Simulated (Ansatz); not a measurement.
# C₂H₁₀Si₂: one species, many methods

How much do the methods differ for C₂H₁₀Si₂? The plan is to run it at one geometry with functionals of several rungs and with coupled cluster, and see how far each lands from CCSD(T) at the basis-set limit for the atomisation energy.

Program: Ansatz 0.2.0, Gaussian basis. Level of theory: functionals in def2-TZVPP, the program's frozen cores in correlated methods. These are calculated values, not measurements.

Levels to be run: PBE-D4, r2SCAN-D4, PBE0-D4, B3LYP-D4, ωB97X-V, ωB97M-V, B2PLYP; CCSD(T)/def2-TZVPP; MP2/def2-QZVPP; extrapolation to the limit.

## 1. The geometry

An earlier PBE0-D4 in a triple-zeta def2 set relaxation fixed the geometry.

SMILES `C[SiH2]C[SiH3]`, 14 atoms, charge 0, spin multiplicity 1.

Atoms are counted from 1 here; the program's logs count them from 0.

Bond lengths: C1–Si2 1.870 Å, C1–H5 1.092 Å, C1–H6 1.093 Å, C1–H7 1.092 Å, Si2–C3 1.875 Å, Si2–H8 1.490 Å, Si2–H9 1.491 Å, C3–Si4 1.870 Å, C3–H10 1.096 Å, C3–H11 1.096 Å, Si4–H12 1.488 Å, Si4–H13 1.488 Å, Si4–H14 1.488 Å. Angles: Si2–C1–H5 110.6°, Si2–C1–H6 110.9°, Si2–C1–H7 111.3°, H5–C1–H6 107.9°, H5–C1–H7 108.0°, H6–C1–H7 107.9°, C1–Si2–C3 111.7°, C1–Si2–H8 109.8°, C1–Si2–H9 109.5°, C3–Si2–H8 108.8°, C3–Si2–H9 109.4°, H8–Si2–H9 107.5°, Si2–C3–Si4 115.1°, Si2–C3–H10 108.4°, Si2–C3–H11 109.0°, Si4–C3–H10 108.4°, Si4–C3–H11 108.8°, H10–C3–H11 106.8° and more.

As a file:

```mol
C2H10Si2
  3D, bonds by distance, orders not assigned

 14 13  0  0  0  0  0  0  0  0999 V2000
   -1.5964    0.6372    1.0094 C   0  0
   -0.2643   -0.6743    1.0600 Si  0  0
    1.2253   -0.1911    0.0280 C   0  0
    0.8739    0.0980   -1.7858 Si  0  0
   -2.4390    0.3550    1.6449 H   0  0
   -1.2126    1.5966    1.3654 H   0  0
   -1.9729    0.7812   -0.0059 H   0  0
   -0.8065   -1.9642    0.5464 H   0  0
    0.1620   -0.8962    2.4715 H   0  0
    1.9771   -0.9834    0.1135 H   0  0
    1.6719    0.7163    0.4494 H   0  0
    2.1247    0.3799   -2.5415 H   0  0
   -0.0416    1.2580   -1.9624 H   0  0
    0.2244   -1.0991   -2.3853 H   0  0
  1  2  8  0
  2  3  8  0
  3  4  8  0
  1  5  8  0
  1  6  8  0
  1  7  8  0
  2  8  8  0
  2  9  8  0
  3 10  8  0
  3 11  8  0
  4 12  8  0
  4 13  8  0
  4 14  8  0
M  END
```

## 2. PBE-D4 (GGA)

File in.yaml:

```yaml
crystal:
  periodic: [false, false, false]
  atoms:
    - {symbol: C, position_ang: [-1.596405, 0.637174, 1.009431]}
    - {symbol: Si, position_ang: [-0.264266, -0.674341, 1.059994]}
    - {symbol: C, position_ang: [1.225277, -0.191106, 0.027959]}
    - {symbol: Si, position_ang: [0.873920, 0.097967, -1.785798]}
    - {symbol: H, position_ang: [-2.438955, 0.354972, 1.644921]}
    - {symbol: H, position_ang: [-1.212587, 1.596627, 1.365402]}
    - {symbol: H, position_ang: [-1.972855, 0.781235, -0.005921]}
    - {symbol: H, position_ang: [-0.806450, -1.964159, 0.546421]}
    - {symbol: H, position_ang: [0.162038, -0.896175, 2.471474]}
    - {symbol: H, position_ang: [1.977136, -0.983363, 0.113472]}
    - {symbol: H, position_ang: [1.671941, 0.716340, 0.449413]}
    - {symbol: H, position_ang: [2.124702, 0.379881, -2.541531]}
    - {symbol: H, position_ang: [-0.041563, 1.257951, -1.962401]}
    - {symbol: H, position_ang: [0.224365, -1.099101, -2.385337]}
basis:
  gaussian: {orbitals: def2-TZVPP}
hamiltonian: {xc: pbe, dispersion: d4}
output: {forces: true, orbitals: {seedname: orbitals}}
```

The run is started by

```console
$ ansatz run in.yaml --threads 4 --pin off --events-out ev --progress --plain --max-ram 10444MiB
```

The runs that follow: r2SCAN-D4 (meta-GGA); PBE0-D4 (hybrid); B3LYP-D4 (hybrid); ωB97X-V (range-separated); ωB97M-V (range-separated); B2PLYP (double hybrid); CCSD(T) in def2-TZVPP; MP2 in def2-QZVPP.

**Question.** What will the summary of the whole plan be? Wanted: atomisation energy, CCSD(T)/CBS; farthest; mean size of error, hybrid; mean size of error, range-separated; gap, smallest and largest; T1 diagnostic; triples share of the correlation energy.

As calculated:

| quantity | value |
| --- | --- |
| atomisation energy, CCSD(T)/CBS | 49.674 eV |
| functionals within 0.248 eV (0.5 %) | PBE-D4, r2SCAN-D4, B3LYP-D4, ωB97X-V, ωB97M-V |
| farthest | B2PLYP (-0.640 eV) |
| mean size of error, hybrid | 0.163 eV |
| mean size of error, range-separated | 0.132 eV |
| gap, smallest and largest | 7.06 eV (PBE-D4), 13.35 eV (ωB97X-V) |
| T1 diagnostic | 0.0103 |
| triples share of the correlation energy | 3.5 % |

What this shows: PBE-D4 is off by -0.166 eV. Double hybrids carry the basis error of their MP2 part in triple zeta, and no dispersion term here, so their miss is partly the set-up's. Misses under about 0.248 eV are within the doubt on the reference itself, which lacks core-valence correlation, relativity and higher excitations. Hartree-Fock recovers 77 % of the binding; the rest is correlation. The gap grows from 7.1 to 13.4 eV across the functionals, mostly with the share of exact exchange.
